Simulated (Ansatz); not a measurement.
This session for relaxations under a series of pressures of Ge, space group Fd-3m with Ansatz 0.2.0, Python API holds a mistake.

`ge.cif`
```cif
data_Ge
_cell_length_a 4.000683
_cell_length_b 4.000683
_cell_length_c 4.000683
_cell_angle_alpha 60.00000
_cell_angle_beta 60.00000
_cell_angle_gamma 60.00000
_symmetry_space_group_name_H-M 'P 1'
_symmetry_Int_Tables_number 1
loop_
_symmetry_equiv_pos_as_xyz
'x, y, z'
loop_
_atom_site_label
_atom_site_type_symbol
_atom_site_fract_x
_atom_site_fract_y
_atom_site_fract_z
Ge1 Ge    0.000000    0.000000    0.000000
Ge2 Ge    0.250000    0.250000    0.250000
```

Run as a notebook:

```python
import warnings

import ansatz as az
from ase.io import read
import numpy as np
```

```python
def edges_and_angles(cell):
    cell = np.asarray(cell)
    a, b, c = np.linalg.norm(cell, axis=1)
    cosines = cell[1] @ cell[2] / (b * c), cell[0] @ cell[2] / (a * c), cell[0] @ cell[1] / (a * b)
    return (a, b, c, *np.degrees(np.arccos(cosines)))
```

```python
warnings.simplefilter("ignore", az.DeckWarning)

atoms = read("ge.cif")
crystal = az.Crystal.from_ase(atoms)
```

```python
crystal.resolved().tree()["lattice"]
```

    ((4.000683, 0.0, 0.0), (2.0003415000000007, 3.4646931104885397, 0.0),
     (2.0003415000000007, 1.15489770349618, 3.2665439908756775))

```python
setup = crystal.calculation()
setup = setup.basis(16 * az.Ha)
setup = setup.kpoints(6, center="gamma")
setup = setup.occupations("Fixed")
```

```python
# H = F + PV, with 1 GPa A^3 = 1/160.21766 eV
rows = []
for pressure in [-2, 0, 2, 5, 10]:
    done = setup.relax(cell=True, pressure=pressure, force_tolerance=0.02, max_steps=60).run(threads=1, backend="cpu")
    cell = done.lattice.cell_ang
    n_atoms = len(done.lattice.sites)
    volume = abs(np.linalg.det(cell)) / n_atoms
    enthalpy = done.report["free_energy_ev"] / n_atoms + pressure * volume / 160.21766
    rows.append((pressure, volume, enthalpy, *edges_and_angles(cell)))
    print(f"{pressure} GPa done: {volume:.4f} A^3/atom")
```

    RunWarning: iter 1: σ=0 fill of 14 bands saw a band overlap (occupied 7.8064 eV > unoccupied 7.8021 eV) — on an unconverged iterate often a transient of an unconverged empty band; one that stands at [...]
    RunWarning: a fill by count may have filled part of one level: at k-index 0 the highest filled band, 7.428982 eV, and the lowest empty band, 7.428982 eV, stand 9.770e-15 eV apart, within the solve's [...]
    RunWarning: the bands overlap at the fill by count (14 filled at each k-point of a channel): the highest filled level, 7.428982 eV at k-index 0, stands 0.0805 eV over the lowest empty one, 7.348435 [...]
    -2 GPa done: 24.8063 A^3/atom
    RunWarning: this SCF's forces and stress, whichever it reports, may be less accurate than they should be. Ahead of them the orbitals were solved, by the loop's own last solve, its closing phase or [...]
    0 GPa done: 23.9247 A^3/atom
    2 GPa done: 23.1969 A^3/atom
    5 GPa done: 22.2145 A^3/atom
    10 GPa done: 21.0659 A^3/atom

```python
print(" P (GPa)  V (A^3/atom)  H (eV/atom)     a       b       c")
for row in rows:
    print("{:8.1f} {:12.4f} {:14.5f} {:7.4f} {:7.4f} {:7.4f}".format(*row[:6]))
p, v = np.array([row[0] for row in rows], float), np.array([row[1] for row in rows])
print("mean bulk modulus between rows (GPa):", np.round(-np.diff(p) / np.diff(np.log(v)), 1))
```

     P (GPa)  V (A^3/atom)  H (eV/atom)     a       b       c
        -2.0      24.8063    -4295.26613  4.1245  4.1245  4.1245
         0.0      23.9247    -4294.96218  4.0750  4.0750  4.0750
         2.0      23.1969    -4294.66824  4.0333  4.0333  4.0333
         5.0      22.2145    -4294.24352  3.9755  3.9755  3.9755
        10.0      21.0659    -4293.56901  3.9058  3.9058  3.9058
    mean bulk modulus between rows (GPa): [55.3 64.7 69.3 94.2]

No error stopped it. What is wrong with the input all the same?

The fault: fixed occupations, though the bands overlap at this level of theory. The change:

```diff
--- before
+++ after
@@
 setup = setup.kpoints(6, center="gamma")
-setup = setup.occupations("Fixed")
+setup = setup.occupations("fermi_dirac", width=0.1)
```

The cells in order, each with its output:

(earlier cells as before)

**Cell 5**
```python
setup = crystal.calculation()
setup = setup.basis(16 * az.Ha)
setup = setup.kpoints(6, center="gamma")
setup = setup.occupations("fermi_dirac", width=0.1)
```

**Cell 6**
```python
# H = F + PV, with 1 GPa A^3 = 1/160.21766 eV
rows = []
for pressure in [-2, 0, 2, 5, 10]:
    done = setup.relax(cell=True, pressure=pressure, force_tolerance=0.02, max_steps=60).run(threads=1, backend="cpu")
    cell = done.lattice.cell_ang
    n_atoms = len(done.lattice.sites)
    volume = abs(np.linalg.det(cell)) / n_atoms
    enthalpy = done.report["free_energy_ev"] / n_atoms + pressure * volume / 160.21766
    rows.append((pressure, volume, enthalpy, *edges_and_angles(cell)))
    print(f"{pressure} GPa done: {volume:.4f} A^3/atom")
```
Output:
```text
-2 GPa done: 24.8892 A^3/atom
0 GPa done: 23.9732 A^3/atom
2 GPa done: 23.2085 A^3/atom
5 GPa done: 22.2547 A^3/atom
10 GPa done: 21.0732 A^3/atom
```

**Cell 7**
```python
print(" P (GPa)  V (A^3/atom)  H (eV/atom)     a       b       c")
for row in rows:
    print("{:8.1f} {:12.4f} {:14.5f} {:7.4f} {:7.4f} {:7.4f}".format(*row[:6]))
p, v = np.array([row[0] for row in rows], float), np.array([row[1] for row in rows])
print("mean bulk modulus between rows (GPa):", np.round(-np.diff(p) / np.diff(np.log(v)), 1))
```
Output:
```text
 P (GPa)  V (A^3/atom)  H (eV/atom)     a       b       c
    -2.0      24.8892    -4295.26915  4.1291  4.1291  4.1291
     0.0      23.9732    -4294.96435  4.0778  4.0778  4.0778
     2.0      23.2085    -4294.66997  4.0340  4.0340  4.0340
     5.0      22.2547    -4294.24462  3.9779  3.9779  3.9779
    10.0      21.0732    -4293.56953  3.9062  3.9062  3.9062
mean bulk modulus between rows (GPa): [53.3 61.7 71.5 91.7]
```

Notes:
- Total energies depend on the potentials; only differences at equal settings carry meaning.
- At a fixed pressure a relaxation lowers the enthalpy F + PV, while F alone can rise.
- No functional is typed, so the default, PBE, holds.
- Symmetry holds the cell in this phase, whether or not it is the stable one at each pressure.
- The whole script took 15 s on 1 thread of Arm Neoverse V2, on a shared host, peak memory 0.43 GiB.
